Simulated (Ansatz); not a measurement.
# GeH₆OSn: basis-set convergence

The task here is to estimate one member of a computed series from the others.

Method: one geometry, several basis sets; program: Ansatz 0.2.0, Gaussian basis.

The runs, in order: PBE0-D4/def2-SVP; ωB97M-V/def2-SVP; PBE0-D4/def2-QZVPP; ωB97M-V/def2-QZVPP; the functionals' def2-TZVPP values are taken from earlier runs.

## The geometry

An earlier PBE0-D4 in a triple-zeta def2 set relaxation fixed the geometry. Sn takes the def2 core potential; no spin-orbit term is included.

SMILES `[OH][GeH2][SnH3]`, 9 atoms, charge 0, spin multiplicity 1.

Atoms are counted from 1 here; the program's logs count them from 0.

Bond lengths: O1–Ge2 1.790 Å, O1–H4 0.960 Å, Ge2–Sn3 2.610 Å, Ge2–H5 1.546 Å, Ge2–H6 1.536 Å, Sn3–H7 1.709 Å, Sn3–H8 1.708 Å, Sn3–H9 1.706 Å. Angles: Ge2–O1–H4 112.5°, O1–Ge2–Sn3 110.0°, O1–Ge2–H5 109.1°, O1–Ge2–H6 103.5°, Sn3–Ge2–H5 111.4°, Sn3–Ge2–H6 112.7°, H5–Ge2–H6 109.7°, Ge2–Sn3–H7 109.4°, Ge2–Sn3–H8 111.0°, Ge2–Sn3–H9 110.9°, H7–Sn3–H8 108.3°, H7–Sn3–H9 108.4°, H8–Sn3–H9 108.7°.

Set-up of the first run:

in.yaml reads:

```yaml
crystal:
  periodic: [false, false, false]
  atoms:
    - {symbol: O, position_ang: [-1.897638, 0.616722, -0.977286]}
    - {symbol: Ge, position_ang: [-0.256604, 1.046440, -0.405042]}
    - {symbol: Sn, position_ang: [0.823620, -0.988362, 0.821242]}
    - {symbol: H, position_ang: [-1.884388, -0.073459, -1.643886]}
    - {symbol: H, position_ang: [0.599499, 1.496126, -1.611375]}
    - {symbol: H, position_ang: [-0.503139, 2.240066, 0.529425]}
    - {symbol: H, position_ang: [0.754366, -2.363836, -0.191054]}
    - {symbol: H, position_ang: [2.461866, -0.679370, 1.193218]}
    - {symbol: H, position_ang: [-0.009082, -1.340628, 2.267659]}
basis:
  gaussian: {orbitals: def2-SVP}
hamiltonian: {xc: pbe0, dispersion: d4}
output: {orbitals: {seedname: orbitals}}
```

Steps of the session up to this table: PBE0-D4 in def2-SVP; ωB97M-V in def2-SVP; PBE0-D4 in def2-QZVPP; ωB97M-V in def2-QZVPP.

One of the session's tables, all rows but one given; the rest of the session is left out.

It belongs to the step «Functionals by basis». 

```
functional       basis  HOMO (eV)
   PBE0-D4    def2-SVP      -7.43
   PBE0-D4  def2-TZVPP          ?
   PBE0-D4  def2-QZVPP      -7.57
   ωB97M-V    def2-SVP      -9.45
   ωB97M-V  def2-TZVPP      -9.58
   ωB97M-V  def2-QZVPP      -9.61
```

Q: Estimate the row for PBE0-D4, def2-TZVPP from the others.

**Answer.** HOMO (eV): -7.54. In the column «HOMO (eV)» it lies between PBE0-D4, def2-QZVPP (-7.57) and PBE0-D4, def2-SVP (-7.43).
